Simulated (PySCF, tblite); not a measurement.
# 1-(3-methoxyphenyl)propan-1-ol: geometry, infrared bands, NMR shifts, spin-spin couplings and electronic excitations

Aim: predict the infrared bands, NMR shifts, spin-spin couplings and electronic excitations of 1-(3-methoxyphenyl)propan-1-ol (`CC[C@@H](O)c1cccc(OC)c1`).

Computed with tblite 0.8.0 and PySCF 2.14.0, with density-fitted response routines of our own, on a single molecule in the gas phase. Atoms count from 0, in the outputs and in this text.

**1. The molecule as given**

26 atoms, charge 0, multiplicity 1; geometry from: force field or distance geometry start.

Bonds of the start (Å): C0–C1 1.51, C1–C2 1.53, C2–O3 1.38, C2–C4 1.48, C4–C5 1.39, C5–C6 1.39, C6–C7 1.38, C7–C8 1.38, C8–O9 1.37, O9–C10 1.39, C8–C11 1.40, C11–C4 1.38, C0–H12 1.11, C0–H13 1.10, C0–H14 1.11, C1–H15 1.08, C1–H16 1.12, C2–H17 1.10, O3–H18 0.98, C5–H19 1.07, C6–H20 1.09, C7–H21 1.07, C10–H22 1.12, C10–H23 1.12, C10–H24 1.11, C11–H25 1.09.

**2. Geometry optimisation with GFN2-xTB**

What the job is given:

```
{"job": {"kind": "relax", "xc": "GFN2-xTB", "basis": "xTB"}, "charge": 0, "multiplicity": 1}
C     -3.390900     1.417100    -0.318400
C     -2.228600     0.546200    -0.744400
C     -1.399800     0.293100     0.516800
O     -2.241000    -0.336200     1.417000
C     -0.190200    -0.508500     0.252000
C     -0.240300    -1.876300     0.008500
C      0.949800    -2.557700    -0.237100
C      2.162000    -1.897500    -0.242000
C      2.218700    -0.533000    -0.012300
O      3.424800     0.122100    -0.023800
C      3.665300     1.479400     0.181300
C      1.018300     0.153600     0.233800
H     -3.368100     1.561500     0.782800
H     -3.356700     2.392900    -0.828500
H     -4.362000     0.925100    -0.557000
H     -1.680500     1.007600    -1.546500
H     -2.655100    -0.441100    -1.057900
H     -1.110500     1.263800     0.945700
H     -2.407500    -1.263800     1.148600
H     -1.162600    -2.427500     0.019500
H      0.918700    -3.637500    -0.414800
H      3.038700    -2.472700    -0.438100
H      4.690400     1.717200    -0.200300
H      2.950200     2.051700    -0.462500
H      3.641200     1.813600     1.234700
H      1.095000     1.229500     0.416300
```

Run with:

```
> OMP_NUM_THREADS=1 python probes_run.py task.json out
```

The driver reads the jobs from task.json and runs them one after another.

**Question.** This job is followed by: GFN2-xTB harmonic vibrations, gas phase; PBE0-D3(BJ)/def2-SVP geometry optimisation, gas phase; GIAO PBE0/pcSseg-1 NMR shielding, non-relativistic, gas phase; B3LYP/pcJ-1 indirect spin-spin coupling, non-relativistic, gas phase; TDDFT wB97X-D/def2-SVPD, vertical, gas phase, core orbitals frozen in the response; GIAO B97-2/pcSseg-1 NMR shielding, non-relativistic, gas phase. Predict these results of the whole session: strongest single infrared mode (GFN2-xTB); zero-point energy (GFN2-xTB); point group; rotational constants (main isotopes); ¹³C shifts against TMS (PBE0/pcSseg-1); ¹H shifts against TMS (PBE0/pcSseg-1, means over atoms taken as alike); ¹⁷O shifts against H2O (PBE0/pcSseg-1); largest coupling of the table (B3LYP/pcJ-1); lowest singlet (wB97X-D/def2-SVPD); brightest single state of those computed; lowest triplet; range of the shift of C4.

The runs gave:

| quantity | value |
| --- | --- |
| strongest single infrared mode (GFN2-xTB) | 1271 cm⁻¹, 126 km/mol |
| zero-point energy (GFN2-xTB) | 135.6 kcal/mol |
| point group | C1 |
| rotational constants (main isotopes) | 1.63, 0.51, 0.43 GHz |
| ¹³C shifts against TMS (PBE0/pcSseg-1) | 164.6, 154.9, 135.5, 121.4, 118.4, 111.2, 79.1, 53.8, 37.7, 13.1 ppm |
| ¹H shifts against TMS (PBE0/pcSseg-1, means over atoms taken as alike) | 7.41, 6.99, 6.68, 6.49, 3.83, 3.70, 1.34, 1.24, 1.21, -0.17 ppm |
| ¹⁷O shifts against H2O (PBE0/pcSseg-1) | 103.6, 61.5 ppm |
| largest coupling of the table (B3LYP/pcJ-1) | ¹J(C,H) C7–H21, 169.3 Hz |
| lowest singlet (wB97X-D/def2-SVPD) | 5.16 eV (240 nm), f = 0.034 |
| brightest single state of those computed | state 4, 6.79 eV, f = 0.754 |
| lowest triplet | 4.04 eV |
| range of the shift of C4 | 151.4 to 154.9 ppm |

In words: Over 84 steps the energy fell by 0.571 eV; of the close pairs, C2–C4 changed most, 1.475 to 1.515 Å (GFN2-xTB). All 72 modes are real, so the xTB geometry is a minimum. The strongest single mode, at 1271 cm⁻¹, is spread over many atoms; the largest shares are those of C8, C4. GFN2-xTB is a fitted tight-binding method: band positions and strengths are rough. Its intensities can rank the bands wrongly. Over 6 steps the energy fell by 0.068 eV; of the close pairs, C0–H13 changed most, 1.088 to 1.102 Å (PBE0/def2-SVP). No frequency check was run at this level, so the end point may be a saddle. NICS(1)zz of -26 ppm above the planar ring from C4 marks a diatropic (aromatic) ring current. In the run at B3LYP/pcJ-1, the largest coupling of the table is C7–H21, 169.3 Hz, of which the Fermi-contact term gives 168.0 Hz. Couplings across rotatable bonds belong to this one conformer; where others are populated, the observed values are averages. The first singlet state (HOMO→LUMO 0.71, HOMO−1→LUMO+1 0.19) lies at 5.16 eV and is weak; of the 10 states computed, the strongest absorption comes from state 4 at 6.79 eV. The lowest triplet lies 1.12 eV below the lowest singlet (triplets in Tamm-Dancoff, singlets in full TDDFT). Across the 2 runs the shift of C4 moves most, between 151.4 (B97-2/pcSseg-1) and 154.9 ppm (PBE0/pcSseg-1).
